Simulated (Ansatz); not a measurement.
This script drives Ansatz 0.2.0, Python API.

`freq.py`
```python
"""Vibrations and zero-point energy of CH6ClGeN."""

import itertools

import ansatz
from ase.data import atomic_numbers, covalent_radii
import numpy as np


def main() -> None:
    system = (
        ansatz.Crystal.molecule()
        .atom("N", (-1.4467, 0.2736, -1.0043))
        .atom("Ge", (-0.4137, -0.7747, 0.0365))
        .atom("C", (1.0574, 0.2625, 0.7062))
        .atom("Cl", (2.1577, 0.8477, -0.6411))
        .atom("H", (-0.8979, 0.6636, -1.8163))
        .atom("H", (-1.7461, 1.1628, -0.4331))
        .atom("H", (0.1472, -1.951, -0.8103))
        .atom("H", (-1.1972, -1.3042, 1.2215))
        .atom("H", (0.713, 1.1467, 1.3372))
        .atom("H", (1.7095, -0.3782, 1.4065))
    )

    base = (
        system.calculation()
        .basis(gaussian="def2-SVP")
        .functional("hf")
    )
    symbols = [site.symbol for site in system.cartesian_sites]
    start = np.array([site.position_ang for site in system.cartesian_sites], dtype=float)
    summary = base.relax(force_tolerance=0.003, max_steps=100).run(threads=1).report
    end = np.array(summary["positions_ang"])

    # pairs closer than 1.2 times the sum of covalent radii, before or after
    radius = [covalent_radii[atomic_numbers[s]] for s in symbols]
    span = lambda where, i, j: np.linalg.norm(where[i] - where[j])
    bonded = [(i, j) for i, j in itertools.combinations(range(len(symbols)), 2) if min(span(start, i, j), span(end, i, j)) < 1.2 * (radius[i] + radius[j])]
    print("pair        before    after (A)")
    for i, j in bonded:
        print(f"{symbols[i]}{i}-{symbols[j]}{j}".ljust(10), f"{span(start, i, j):8.4f} {span(end, i, j):8.4f}")
    for first, second in list(itertools.combinations(bonded, 2)):
        shared = set(first) & set(second)
        if shared and symbols[(j := shared.pop())] != "H":
            i, k = sorted((set(first) | set(second)) - {j})
            u, v = end[i] - end[j], end[k] - end[j]
            angle = np.degrees(np.arccos(np.clip(u @ v / np.linalg.norm(u) / np.linalg.norm(v), -1, 1)))
            print(f"final angle {symbols[i]}{i}-{symbols[j]}{j}-{symbols[k]}{k}: {angle:.2f} deg")

    # same settings at the minimum
    minimum = ansatz.Crystal.molecule()
    for symbol, place in zip(symbols, end):
        minimum = minimum.atom(symbol, place.tolist())
    vibrating = (
        minimum.calculation()
        .basis(gaussian="def2-SVP")
        .functional("hf")
        .phonons(temperatures=(200, 600, 100))
    )
    vib = vibrating.run(threads=1).report["vibrations"]
    sums = vib["harmonic_sums"]
    modes = [m["omega_inv_cm"] for m in sums["modes_at_gamma"] if m["rigid_motion"] == "no"]
    for number, w in enumerate(modes, start=1):
        print(f"mode {number:2d} {w:9.1f} 1/cm {w / 8065.544 * 1000:8.2f} meV")
    print("imaginary modes:", sum(w < 0 for w in modes), " zero-point energy:", round(sums["zero_point_energy_ev"], 4), "eV")
    print("T (K)   F_vib (eV)   S_vib (meV/K)   C_vib (meV/K)")
    for row in zip(sums["temperatures_k"], sums["vibrational_free_energy_ev"], vib["entropy_ev_per_k"], vib["heat_capacity_ev_per_k"]):
        print(f"{row[0]:6.1f} {row[1]:11.4f} {1000 * row[2]:13.4f} {1000 * row[3]:15.4f}")


if __name__ == "__main__":
    main()
```

It is started by `python freq.py`. Estimate its wall time and peak memory on 1 thread of Arm Neoverse V1, with other jobs on the host.

It took about 3.1 min, with a peak of 0.33 GiB, for 2 runs of the engine.

`python freq.py` gives:
```text
pair        before    after (A)
N0-Ge1       1.8026   1.8210
N0-H4        1.0548   1.0032
N0-H5        1.0984   1.0028
Ge1-C2       1.9205   1.9793
Ge1-H6       1.5541   1.5299
Ge1-H7       1.5161   1.5358
C2-Cl3       1.8353   1.8049
C2-H8        1.1396   1.0875
C2-H9        1.1516   1.0877
final angle Ge1-N0-H4: 117.10 deg
final angle Ge1-N0-H5: 117.61 deg
final angle N0-Ge1-C2: 113.19 deg
final angle N0-Ge1-H6: 108.72 deg
final angle N0-Ge1-H7: 107.76 deg
final angle H4-N0-H5: 109.76 deg
final angle C2-Ge1-H6: 107.81 deg
final angle C2-Ge1-H7: 107.77 deg
final angle Ge1-C2-Cl3: 109.92 deg
final angle Ge1-C2-H8: 112.05 deg
final angle Ge1-C2-H9: 112.10 deg
final angle H6-Ge1-H7: 111.65 deg
final angle Cl3-C2-H8: 106.97 deg
final angle Cl3-C2-H9: 107.12 deg
final angle H8-C2-H9: 108.44 deg
mode  1      77.5 1/cm     9.61 meV
mode  2     142.3 1/cm    17.65 meV
mode  3     197.1 1/cm    24.44 meV
mode  4     235.6 1/cm    29.21 meV
mode  5     476.2 1/cm    59.05 meV
mode  6     522.3 1/cm    64.76 meV
mode  7     601.9 1/cm    74.63 meV
mode  8     702.0 1/cm    87.04 meV
mode  9     742.5 1/cm    92.06 meV
mode 10     772.7 1/cm    95.81 meV
mode 11     801.5 1/cm    99.37 meV
mode 12     897.6 1/cm   111.29 meV
mode 13     933.2 1/cm   115.70 meV
mode 14     970.9 1/cm   120.38 meV
mode 15    1198.6 1/cm   148.61 meV
mode 16    1295.9 1/cm   160.67 meV
mode 17    1545.0 1/cm   191.56 meV
mode 18    1690.0 1/cm   209.53 meV
mode 19    2237.7 1/cm   277.43 meV
mode 20    2269.5 1/cm   281.39 meV
mode 21    3244.1 1/cm   402.22 meV
mode 22    3319.6 1/cm   411.58 meV
mode 23    3771.2 1/cm   467.57 meV
mode 24    3868.1 1/cm   479.58 meV
imaginary modes: 0  zero-point energy: 2.0156 eV
T (K)   F_vib (eV)   S_vib (meV/K)   C_vib (meV/K)
 200.0      1.9834        0.3801          0.4529
 300.0      1.9340        0.6090          0.6890
 400.0      1.8617        0.8356          0.8889
 500.0      1.7672        1.0517          1.0471
 600.0      1.6518        1.2541          1.1731
```

The frequencies are harmonic and unscaled, in a modest basis.
